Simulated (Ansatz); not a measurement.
input.yaml

```yaml
accuracy: low
crystal:
  lattice:
    - [10.08925, 0.0, 0.0]
    - [-5.044625, 8.737547, 0.0]
    - [0.0, 0.0, 10.923295]
  atoms:
    - { symbol: Mg, position: [-0.02409754, -0.07793389, -0.21093826] }
    - { symbol: Mg, position: [0.1184592, 0.16540402, 0.08264738] }
    - { symbol: Mg, position: [-0.11124926, -0.35985762, 0.71633959] }
    - { symbol: Mg, position: [-0.19662205, 0.07189084, 0.76852424] }
    - { symbol: Mg, position: [-0.01439006, 0.34105988, 0.02752311] }
    - { symbol: Mg, position: [0.20151459, 0.509083, 0.26264813] }
    - { symbol: Mg, position: [0.0802843, 0.22925671, 0.51893959] }
    - { symbol: Mg, position: [0.25997124, 0.81911452, 0.59707036] }
    - { symbol: Mg, position: [0.09707588, 0.64630651, -0.14649312] }
    - { symbol: Mg, position: [0.12215994, 0.7925492, 0.1358258] }
    - { symbol: Mg, position: [0.22383681, 0.93489719, 0.3588877] }
    - { symbol: Mg, position: [0.31265902, 1.07505583, 0.72478862] }
    - { symbol: Mg, position: [0.31278554, 0.10244113, 0.00887715] }
    - { symbol: Mg, position: [0.61810227, 0.42435914, 0.39649018] }
    - { symbol: Mg, position: [0.0473679, -0.03499231, 0.56346264] }
    - { symbol: Mg, position: [0.50194305, 0.41121924, 0.88320283] }
    - { symbol: Mg, position: [0.19420905, 0.2516482, -0.17559643] }
    - { symbol: Mg, position: [0.29248013, 0.45313785, 0.03503831] }
    - { symbol: Mg, position: [0.24372841, 0.25101301, 0.29321953] }
    - { symbol: Mg, position: [0.29315607, 0.49599037, 0.63456707] }
    - { symbol: Mg, position: [0.37647384, 0.76622905, 0.08892115] }
    - { symbol: Mg, position: [0.50610838, 1.10809063, 0.20505837] }
    - { symbol: Mg, position: [0.41381861, 0.57750211, 0.40565883] }
    - { symbol: Mg, position: [0.53635087, 0.89399116, 0.73723995] }
    - { symbol: Mg, position: [0.70082776, -0.01323601, 0.02320756] }
    - { symbol: Mg, position: [0.86335669, 0.11307798, 0.2526521] }
    - { symbol: Mg, position: [0.52341856, 0.08632094, 0.53141227] }
    - { symbol: Mg, position: [0.61745334, 0.23888111, 0.77378322] }
    - { symbol: Mg, position: [0.86081926, 0.47631876, 0.22349274] }
    - { symbol: Mg, position: [0.89328676, 0.72628389, 0.42107996] }
    - { symbol: Mg, position: [0.87135581, 0.42973345, 0.49610359] }
    - { symbol: Mg, position: [0.82299901, 0.57510213, 0.96986191] }
    - { symbol: Mg, position: [0.48382322, 0.37896724, 0.16838419] }
    - { symbol: Mg, position: [0.71303725, 0.71719947, 0.18810064] }
    - { symbol: Mg, position: [0.61628691, 0.73429092, 0.64199011] }
    - { symbol: Mg, position: [0.62720904, 0.68960455, 0.89802901] }
basis:
  ecutwfc: 150.0
kpoints:
  mp_grid: { grid: [1, 1, 1] }
hamiltonian:
  xc: pbesol
scf:
  occupations: { method: fermi_dirac, width: 0.16 }
  lower_state_search: "off"
  max_iter: 73
md:
  timestep: 2
  n_steps: 200
  ensemble: nvt_langevin
  temperature: 1080.0
  initial_velocities: maxwell_boltzmann
  seed: 362262
  friction: 0.02
```

Launched with:

```bash
$ ansatz run input.yaml --threads 4 --pin off --max-ram 10240MiB --backend cpu --events-out ev --progress --plain --runs-dir out
```

Hardware: 4 threads of Arm Neoverse V2, on a shared host.

Q: Roughly how long does this run take, and how much memory?

A: 3.6 min, with a peak of 0.41 GiB, for 201 ionic steps.
